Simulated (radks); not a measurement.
# Ionisation of Ho: one atom, several choices of relativity

The task here is to estimate one member of a computed series from the others.

Program: radks (a radial shooting solver on a logarithmic mesh, Libxc functionals) version 1. Level of theory: Kohn-Sham, PBE, spin-unpolarised, spherical densities. These are calculated values, not measurements, unless marked.

2 further runs of the same task are left out: 1 that didn't finish, 1 set aside as unsound or not needed.

## Starting point

| Quantity | Value |
| --- | --- |
| element | holmium (Z = 67) |
| charge | 0 |
| electrons | 67 |
| configuration | [Xe] 4f11 6s2 |
| ion | Ho⁺, [Xe] 4f11 6s1 |
| choices | non-relativistic; scalar-relativistic; Dirac, 2j+1 shares; Dirac, low j first; scalar-relativistic, finite nucleus; Dirac, 2j+1 shares, finite nucleus; Dirac, c × 1.25; Dirac, c × 100 |

Set-up of the first run:

The run's settings:

```text
Z 67
configuration [Xe] 4f11 6s2 5d0 6p0
relativity non-relativistic
functional pbe,pbe
spin unpolarised
nucleus point
```

Steps of the session up to this table: non-relativistic: Ho.

One table of the session follows, with a row left open; its other results are not shown here.

It belongs to the step «non-relativistic: Ho». Sizes of the orbitals, from the radial functions (bohr):

| level | <r> | outermost maximum (interpolated) | 90 % within | nodes |
| --- | --- | --- | --- | --- |
| 4p | 0.5677 | 0.521 | 0.825 | 2 |
| 4d | 0.5982 | 0.525 | 0.899 | 1 |
| 5s | 1.382 | 1.23 | 2.00 | 4 |
| 5p | 1.572 | 1.35 | 2.32 | 3 |
| 4f | 0.8062 | 0.515 | 1.40 | 0 |
| 6s | ? | ? | ? | ? |
| 5d | 3.195 | 2.00 | 5.45 | 2 |
| 6p | 5.871 | 4.81 | 8.87 | 4 |

Estimate the missing values for 6s.

As computed: <r>: 4.360; outermost maximum (interpolated): 3.72; 90 % within: 6.45; nodes: 5. In the column «<r>» it lies between 5d (3.195) and 6p (5.871).

Limits of these values: Spin polarisation and multiplet splitting of open shells are left out at every level.
